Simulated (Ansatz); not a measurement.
**GaPHS (doublet): from Hartree-Fock to the top rungs, cc-pVDZ**

One table from this session's results is given with a row withheld; the runs are named, their logs left out.

Method: cc-pVDZ, core rule «outside noble gas», up to 24 orbitals frozen; program: Ansatz 0.2.0, Gaussian basis.

Plan: UHF; CCSD(T) on ROHF; CCSD(T) on UHF; BCCD(T) on ROHF; CISD; CCSDT(Q) on ROHF; CCSDT(Q) on UHF.

27 further runs of the same task are left out: 6 for a known fault of the program, 9 that didn't finish, 12 set aside as unsound or not needed.

## The geometry

The geometry is a PBE0/def2-TZVP stationary point (not a proven minimum). No spin-orbit coupling is included. The filled d shell of Ga may be among the frozen orbitals whatever the setting's name suggests; the logs give the count.

4 atoms, charge 0, spin multiplicity 2.

Atoms are counted from 1 here; the program's logs count them from 0.

Bond lengths: Ga1–P2 2.458 Å, P2–S3 2.082 Å, S3–H4 1.347 Å. Angles: Ga1–P2–S3 86.7°, P2–S3–H4 99.6°.

Geometry (Å):

```xyz
4
GaHPS
Ga    0.00000   -0.18107    1.25431
P     0.00000    1.13079   -0.82461
S     0.00000   -0.69092   -1.83330
H     0.00000   -0.24365   -3.10362
```

Set-up of the first run:

Contents of in.yaml:

```yaml
crystal:
  periodic: [false, false, false]
  atoms:
    - {symbol: Ga, position_ang: [0.000000, -0.181071, 1.254308]}
    - {symbol: P, position_ang: [0.000000, 1.130788, -0.824606]}
    - {symbol: S, position_ang: [0.000000, -0.690919, -1.833298]}
    - {symbol: H, position_ang: [0.000000, -0.243652, -3.103616]}
basis:
  gaussian: {orbitals: cc-pVDZ}
magnetization: {spin_polarized: true, initial_magnetization: 1}
hamiltonian: {xc: hf}
output: {orbitals: {seedname: orbitals}}
```

Started as:

```
ansatz run in.yaml --threads 1 --pin off --events-out ev --progress --plain --max-ram 2393MiB
```

Steps of the session up to this table: UHF; CCSD(T) on ROHF; CCSD(T) on UHF; BCCD(T) on ROHF; CISD; CCSDT(Q) on ROHF; CCSDT(Q) on UHF.

One of the session's tables, all rows but one given; the rest of the session is left out.

```
   method  from UCCSDT(Q) (meV)
     ROHF               +9029.1
      UHF               +8913.5
     RMP2                     ?
     UMP2               +1526.4
    RCCSD                +367.6
    UCCSD                +364.4
 RCCSD(T)                 +63.8
 UCCSD(T)                 +65.1
  BCCD(T)                 +60.7
   RCCSDT                 +26.3
   UCCSDT                 +26.1
RCCSDT(Q)                  +1.7
UCCSDT(Q)                     0
```

Estimate the missing values for RMP2.

The run gave: from UCCSDT(Q) (meV): +1498.0. In the column «from UCCSDT(Q) (meV)» it lies between RCCSD (+367.6) and UMP2 (+1526.4).

Not comparable, so not listed: CISD (they don't share determinant, frozen orbitals or solution with the rows shown, or repeat one).

Limits of these values: Restricted and unrestricted rows rest on different reference determinants; where their highest levels disagree by more than a few hundredths of an eV, they describe different states and don't form one ladder.
